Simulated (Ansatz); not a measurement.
# Mo: how the settings move a single-point run

Question: which choices in the input matter for Mo?

Program: Ansatz 0.2.0. Level of theory: reference: DFT, LDA, all-electron LAPW, Dirac equation with spin-orbit coupling; levels and slopes on a fine mesh. These are calculated values, not measurements.

**1. The structure to begin with**

Symmetry: Im-3m, No. 229, cubic system. Conventional cell: a = 3.113 Å, b = 3.113 Å, c = 3.113 Å, α = 90.00°, β = 90.00°, γ = 90.00°. Mo (site symmetry m-3m) is surrounded by 8 Mo at 2.70 Å.

Coordinates:

```
CELL_PARAMETERS angstrom
-1.55657 1.55657 1.55657
1.55657 -1.55657 1.55657
1.55657 1.55657 -1.55657
ATOMIC_POSITIONS crystal
Mo 0.00000 0.00000 0.00000
```

**2. Reference**

input.yaml reads:

```yaml
crystal:
  lattice:
    - [-1.55656537702, 1.55656537702, 1.55656537702]
    - [1.55656537702, -1.55656537702, 1.55656537702]
    - [1.55656537702, 1.55656537702, -1.55656537702]
  atoms:
    - { symbol: Mo, position: [0.0, 0.0, 0.0] }
kpoints:
  mp_grid: { grid: [14, 14, 14] }
scf:
  occupations: { method: fermi_dirac, width: 0.1 }
hamiltonian:
  xc: lda
  pseudopotentials: { kind: all_electron, lapw: { basis_error: 0.001 } }
magnetization:
  noncollinear: true
  spin_orbit: true
output:
  forces: true
  stress: true
  eigenvalues: true
  eigenstates:
    nscf_kmesh: { grid: [18, 18, 18] }
    de_dk: true
    e_range: [-14, 14]
checkpoint:
  write: ck
  write_wavefunctions: false
```

The run is started by

```console
ansatz run input.yaml --threads 1 --pin off --max-ram 3072MiB --backend cpu --events-out ev --progress --plain --runs-dir out
```

**3. Variant: dr2_threshold 1.0e-05, mixing.algorithm anderson, mixing.beta 0.7, mixing.ndim 2**

Changes to input.yaml since step 2:

```diff
@@ -11,2 +11,4 @@
   occupations: { method: fermi_dirac, width: 0.1 }
+  convergence: { dr2_threshold: 1.0e-05 }
+  mixing: { algorithm: anderson, beta: 0.7, ndim: 2 }
 hamiltonian:
```

Q: Predict the outcome of this session. Wanted: for each run, ending; energy change; pressure; gap; force.

**Answer**, as computed:

```csv
run,ending,energy change,pressure (GPa),gap (eV),force (eV/Å),cycles,time
reference,converged,0,0.2,0.00,0.00,-,72 s
"1: dr2_threshold 1.0e-05, mixing.algorithm anderson, mixing.beta 0.7, mixing.ndim 2",converged,0.0 meV/atom,0.2,0.00,0.00,7,58 s
```

Residual by cycle in the longest SCF loop of each run; runs are numbered as in the table. The quantity is the density residual dr2, in eV.

```csv
cycle,reference,run 1
1,0.262,0.262
2,0.117,0.0138
3,0.0214,0.0174
4,0.00456,0.00649
5,2.5e-4,0.00265
6,5.9e-6,4.2e-5
7,6.5e-8,7.0e-6
8,1.0e-9,-
9,2.2e-11,-
10,8.8e-13,-
```

What this shows: Same state: the changed convergence setting and mixing leaves the energy within 0.5 meV/atom.
